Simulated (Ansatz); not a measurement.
# triplet AlSiH3Cl2 at 6 levels

Wanted: a comparison of 6 runs (UHF/3-21G, UHF/def2-SVP, U-r2SCAN/def2-SVP, U-wB97M-V/def2-SVP, U-wB97X/def2-SVP, UBHLYP/def2-SVP) of triplet AlSiH3Cl2. 

The results are computed with Ansatz 0.2.0.

45 further runs of the same task are left out: 45 set aside as unsound or not needed. Runs told in other sessions of the task aren't counted.

## (1) Starting point

The species is AlSiH3Cl2 (7 atoms), meant as a triplet with charge 0. As SMILES of the parent species, `[SiH3][Al]([Cl])[Cl]`. The shape is that of a PBE0-D4/def2-TZVP optimisation. That shape belongs to the parent species and isn't relaxed for this state.

Bond lengths: Si1–Al2 2.433 Å, Al2–Cl3 2.091 Å, Al2–Cl4 2.091 Å, Si1–H5 1.486 Å, Si1–H6 1.488 Å, Si1–H7 1.488 Å. Angles: Si1–Al2–Cl3 120.8°, Si1–Al2–Cl4 122.3°, Cl3–Al2–Cl4 117.0°, Al2–Si1–H5 111.1°, Al2–Si1–H6 109.7°, Al2–Si1–H7 109.5°, H5–Si1–H6 109.1°, H5–Si1–H7 109.0°, H6–Si1–H7 108.3°.

## (2) A single-point energy at UHF/3-21G (run 1)

Input file in.yaml:

```yaml
crystal:
  periodic: [false, false, false]
  atoms:
    - symbol: Si
      position_ang: [-0.434800, 0.999700, -0.278300]
    - symbol: Al
      position_ang: [0.497800, -1.172400, 0.296300]
    - symbol: Cl
      position_ang: [2.290200, -1.318600, 1.363300]
    - symbol: Cl
      position_ang: [-0.432100, -2.964700, -0.245300]
    - symbol: H
      position_ang: [-1.709600, 0.853800, -1.028500]
    - symbol: H
      position_ang: [-0.687900, 1.781100, 0.962600]
    - symbol: H
      position_ang: [0.537600, 1.753200, -1.115800]
basis:
  gaussian:
    orbitals: 3-21G.json
magnetization:
  spin_polarized: true
  initial_magnetization: 2
hamiltonian:
  xc: hf
accuracy: high
output:
  orbitals: {seedname: orbitals}
```

The basis set 3-21G is read from a file made from the Basis Set Exchange's data (not shown).

Command:

```sh
$ ansatz run in.yaml --threads 1 --pin off --max-ram 2610MiB --events-out events.jsonl --progress --plain --runs-dir runs
```

Output:

```text
Warning: RAYON_NUM_THREADS=1 ignored (pool sized by the plan → 1); use --threads N
Functional definition: HF
  name "HF"
  exchange = exact_x
  correlation = 0
1292 factors; integrals over basis functions are off by at most 6.7e-9 eV
mean field evaluation 1: about -39299.1089 eV, gradient 1.2e1 eV
mean field evaluation 2: about -39299.1156 eV, gradient 1.2e1 eV
mean field evaluation 4: about -39300.7069 eV, gradient 1.6e0 eV
mean field evaluation 8: about -39300.7807 eV, gradient 1.5e-1 eV
mean field evaluation 16: about -39297.8422 eV, gradient 9.7e0 eV
mean field evaluation 32: about -39297.8233 eV, gradient 9.8e0 eV
mean field -39300.78187676 eV, -1444.2770949441 hartree, gradient 6.0e-8 eV, S^2 2.006440; 0 other end points of the search recorded, 0 dependent functions left out
reference -39300.78187676 eV, -1444.2770949441 hartree; 33, 31 occupied and 25, 27 virtual orbitals, 1292 factors
Total energy: -39300.78187676 eV, -1444.2770949441 hartree
```

It took 2.5 s on 1 thread of Arm Neoverse V2, shared host; peak memory 0.2 GiB.

## (3) A single-point energy at UHF/def2-SVP (run 2)

Input file run.yaml:

```yaml
crystal:
  periodic: [false, false, false]
  atoms:
    - {symbol: Si, position_ang: [-0.434800, 0.999700, -0.278300]}
    - {symbol: Al, position_ang: [0.497800, -1.172400, 0.296300]}
    - {symbol: Cl, position_ang: [2.290200, -1.318600, 1.363300]}
    - {symbol: Cl, position_ang: [-0.432100, -2.964700, -0.245300]}
    - {symbol: H, position_ang: [-1.709600, 0.853800, -1.028500]}
    - {symbol: H, position_ang: [-0.687900, 1.781100, 0.962600]}
    - {symbol: H, position_ang: [0.537600, 1.753200, -1.115800]}
basis:
  gaussian:
    orbitals: def2-SVP
total_charge: 0
magnetization:
  spin_polarized: true
  initial_magnetization: 2
hamiltonian:
  xc: hf
accuracy: high
output:
  orbitals: {seedname: orbitals}
```

Command:

```sh
$ ansatz run run.yaml --threads 1 --pin off --max-ram 2610MiB --events-out events.jsonl --progress --plain --runs-dir runs
```

Output:

```text
Warning: RAYON_NUM_THREADS=1 ignored (pool sized by the plan → 1); use --threads N
[... 4 set-up lines as earlier in the session ...]
1713 factors; integrals over basis functions are off by at most 5.6e-9 eV
mean field evaluation 1: about -39484.8636 eV, gradient 1.3e1 eV
mean field evaluation 2: about -39484.8745 eV, gradient 1.3e1 eV
mean field evaluation 4: about -39486.8369 eV, gradient 2.4e0 eV
mean field evaluation 8: about -39486.9648 eV, gradient 1.6e-1 eV
mean field evaluation 16: about -39482.9206 eV, gradient 1.4e1 eV
mean field evaluation 32: about -39486.6168 eV, gradient 1.4e0 eV
mean field -39486.96555532 eV, -1451.1192189314 hartree, gradient 4.0e-8 eV, S^2 2.006182; 0 other end points of the search recorded, 0 dependent functions left out
reference -39486.96555532 eV, -1451.1192189314 hartree; 33, 31 occupied and 54, 56 virtual orbitals, 1713 factors
Total energy: -39486.96555532 eV, -1451.1192189314 hartree
```

It took 6 s on 1 thread of Arm Neoverse V2, shared host; peak memory 0.33 GiB.

Runs 3 to 5 aren't shown in full; the table further down has their settings and results.

## (4) The energy at UBHLYP/def2-SVP (run 6)

Input file molecule.yaml:

```yaml
basis:
  gaussian: {orbitals: def2-SVP}
crystal:
  periodic: [false, false, false]
  atoms:
    - {symbol: Si, position_ang: [-0.434800, 0.999700, -0.278300]}
    - {symbol: Al, position_ang: [0.497800, -1.172400, 0.296300]}
    - {symbol: Cl, position_ang: [2.290200, -1.318600, 1.363300]}
    - {symbol: Cl, position_ang: [-0.432100, -2.964700, -0.245300]}
    - {symbol: H, position_ang: [-1.709600, 0.853800, -1.028500]}
    - {symbol: H, position_ang: [-0.687900, 1.781100, 0.962600]}
    - {symbol: H, position_ang: [0.537600, 1.753200, -1.115800]}
magnetization: {spin_polarized: true, initial_magnetization: 2}
hamiltonian: {xc: {name: BHLYP}}
accuracy: high
output: {orbitals: {seedname: orbitals}}
```

Command:

```sh
$ ansatz run molecule.yaml --threads 1 --pin off --max-ram 2610MiB --events-out events.jsonl --progress --plain --runs-dir runs
```

Output:

```text
Warning: RAYON_NUM_THREADS=1 ignored (pool sized by the plan → 1); use --threads N
Functional definition: BHLYP
  name "BHLYP"
  parameter a = 0.5
  exchange = (1 - a)*b88_x + a*exact_x
  correlation = lyp_c
1713 factors; integrals over basis functions are off by at most 5.6e-9 eV
mean field evaluation 1: about -39554.4366 eV, gradient 1.0e1 eV
mean field evaluation 2: about -39554.8484 eV, gradient 7.9e0 eV
mean field evaluation 4: about -39555.2830 eV, gradient 3.9e-1 eV
mean field evaluation 8: about -39555.2924 eV, gradient 5.9e-2 eV
mean field evaluation 16: about -39555.2926 eV, gradient 1.7e-4 eV
mean field evaluation 32: about -39555.1635 eV, gradient 1.7e0 eV
mean field -39555.29258756 eV, -1453.6301910524 hartree, gradient 5.1e-8 eV, S^2 2.004236; 2 other end points of the search recorded, 0 dependent functions left out
reference -39555.29261632 eV, -1453.6301921094 hartree; 33, 31 occupied and 54, 56 virtual orbitals, 1713 factors
Total energy: -39555.29261632 eV, -1453.6301921094 hartree
```

Run time: 17 s. Hardware: 1 thread of Arm Neoverse V2, shared host; peak memory 0.46 GiB.

## (5) All runs side by side

```
run               level   energy (Eh)  HOMO energy (eV)  LUMO energy (eV)   ⟨S²⟩  wall time
  1           UHF/3-21G  -1444.277095             -6.11             -3.99  2.006      2.5 s
  2        UHF/def2-SVP  -1451.119219             -5.96             -2.65  2.006        6 s
  3   U-r2SCAN/def2-SVP  -1453.535256             -3.39                 –  2.005       46 s
  4  U-wB97M-V/def2-SVP  -1453.535266             -5.37             -4.95  2.002    3.5 min
  5    U-wB97X/def2-SVP  -1453.613410             -5.76             -4.63  2.004       93 s
  6     UBHLYP/def2-SVP  -1453.630192             -4.52                 –  2.004       17 s
```

## (6) Outcome

```
                                 quantity           value
                      run 6: total energy  -1453.63019 Eh
run 6: HOMO energy (highest over α and β)        -4.52 eV
                              run 6: ⟨S²⟩           2.004
```

Totals of different functionals can't be ranked against each other. All runs together took 6.2 min, the longest 3.5 min.
